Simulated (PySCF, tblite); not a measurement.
**C6H8Ge: geometry, infrared bands, NMR shifts, spin-spin couplings and electronic excitations**

What infrared bands, NMR shifts, spin-spin couplings and electronic excitations should C6H8Ge (`C#C[C@H]1C=C[CH2][GeH2]1`) show?

Programs: tblite 0.8.0 and PySCF 2.14.0, with density-fitted response routines of our own. Each step states its level of theory. These are calculated values for one molecule in the gas phase, unless marked as measured. Atoms count from 0, in the outputs and in this text.

### 1 Starting geometry

15 atoms, charge 0, multiplicity 1; geometry from: force field or distance geometry start.

Bonds of the start (Å): C0–C1 1.22, C1–C2 1.46, C2–C3 1.47, C3–C4 1.28, C4–C5 1.47, C5–Ge6 1.96, Ge6–C2 1.98, C0–H7 1.07, C2–H8 1.08, C3–H9 1.14, C4–H10 1.14, C5–H11 1.10, C5–H12 1.12, Ge6–H13 1.54, Ge6–H14 1.54.

### 2 Optimising the geometry with GFN2-xTB

The job: settings as JSON, then the geometry in Å.

```
{"job": {"kind": "relax", "xc": "GFN2-xTB", "basis": "xTB"}, "charge": 0, "multiplicity": 1}
C      3.124300    -0.197000     0.065300
C      2.003000    -0.136200    -0.419000
C      0.658900    -0.095000    -0.996100
C     -0.142500    -1.205900    -0.473500
C     -1.328900    -1.013500    -0.040700
C     -1.941900     0.325900    -0.089600
Ge    -0.299400     1.389300    -0.097200
H      4.097800    -0.254700     0.493700
H      0.659800     0.002600    -2.075400
H      0.329100    -2.241500    -0.434400
H     -1.957100    -1.867800     0.366900
H     -2.550200     0.505200    -0.992800
H     -2.523100     0.493800     0.856500
H     -0.394800     2.632300    -0.997500
H      0.260400     1.670500     1.306200
```

Launch:

```bash
OMP_NUM_THREADS=1 python probes_run.py task.json out
```

One launch serves the whole session: the jobs run in the order shown.

**Question.** This job is followed by: GFN2-xTB harmonic vibrations, gas phase; PBE0-D3(BJ)/def2-SVP geometry optimisation, gas phase; GIAO PBE0/pcSseg-1 NMR shielding, non-relativistic, gas phase; B3LYP/pcJ-1 Ge:pcSseg-1 indirect spin-spin coupling, non-relativistic, gas phase; TDDFT CAM-B3LYP/def2-SVPD, vertical, gas phase, core orbitals frozen in the response; GIAO B97-2/pcSseg-1 NMR shielding, non-relativistic, gas phase. What will the session give for the following? strongest single infrared mode (GFN2-xTB); zero-point energy (GFN2-xTB); point group; rotational constants (main isotopes); 13C shifts against TMS (PBE0/pcSseg-1); 1H shifts against TMS (PBE0/pcSseg-1); 73Ge shifts against GeMe4 (PBE0/pcSseg-1); largest coupling of the table (B3LYP/pcSseg-1+pcJ-1); lowest singlet (CAM-B3LYP/def2-SVPD); brightest single state of those computed; lowest triplet; vertical ionisation energy (ΔSCF); range of the shift of C4.

The runs gave:

| quantity | value |
| --- | --- |
| strongest single infrared mode (GFN2-xTB) | 2007 cm⁻¹, 500 km/mol |
| zero-point energy (GFN2-xTB) | 67.9 kcal/mol |
| point group | C1 |
| rotational constants (main isotopes) | 2.76, 1.58, 1.12 GHz |
| 13C shifts against TMS (PBE0/pcSseg-1) | 141.6, 140.5, 88.0, 73.4, 21.3, 17.0 ppm |
| 1H shifts against TMS (PBE0/pcSseg-1) | 6.05, 5.97, 4.57, 4.47, 2.91, 1.93, 1.90, 1.72 ppm |
| 73Ge shifts against GeMe4 (PBE0/pcSseg-1) | -88 ppm |
| largest coupling of the table (B3LYP/pcSseg-1+pcJ-1) | 1J(C,H) C0–H7, 272.5 Hz |
| lowest singlet (CAM-B3LYP/def2-SVPD) | 6.09 eV (203 nm), f = 0.010 |
| brightest single state of those computed | state 7, 7.15 eV, f = 0.101 |
| lowest triplet | 4.33 eV |
| vertical ionisation energy (ΔSCF) | 9.07 eV |
| range of the shift of C4 | 137.3 to 140.5 ppm |

In words: Over 101 steps the energy fell by 0.515 eV; of the close pairs, C3–H9 changed most, 1.139 to 1.081 Å (GFN2-xTB). No mode is imaginary among the 39: a minimum at this level. The strongest single mode, at 2007 cm⁻¹, moves mainly H14. GFN2-xTB is a fitted tight-binding method: band positions and strengths are rough. Its intensities can rank the bands wrongly. The optimisation took 6 steps and gained 0.198 eV; among the close pairs (by a distance rule), Ge6–H14 changed most, from 1.493 to 1.536 Å (PBE0/def2-SVP). At PBE0/pcSseg-1: The largest span, 307 ppm, is at C1, where the paramagnetic term is -165 ppm. Of the pairs tabulated at B3LYP/pcSseg-1+pcJ-1, C0–H7 couples most strongly (272.5 Hz; Fermi contact 273.0 Hz). Couplings across rotatable bonds belong to this one conformer; where others are populated, the observed values are averages. The lowest singlet, at 6.09 eV, is HOMO→LUMO+1 0.21, HOMO→LUMO 0.19 and is weak; of the 10 states computed, the strongest absorption comes from state 7 at 7.15 eV. The lowest triplet lies 1.77 eV below the lowest singlet (triplets in Tamm-Dancoff, singlets in full TDDFT). ΔSCF puts the ionisation energy at 9.07 eV, 0.71 eV above −ε(HOMO). In ppm, C4 moves most: its shift spreads over 3.3 ppm, from 137.3 (B97-2/pcSseg-1) to 140.5 (PBE0/pcSseg-1). Spin-orbit coupling is left out, which matters for shieldings and couplings at and beside the heavy atoms.
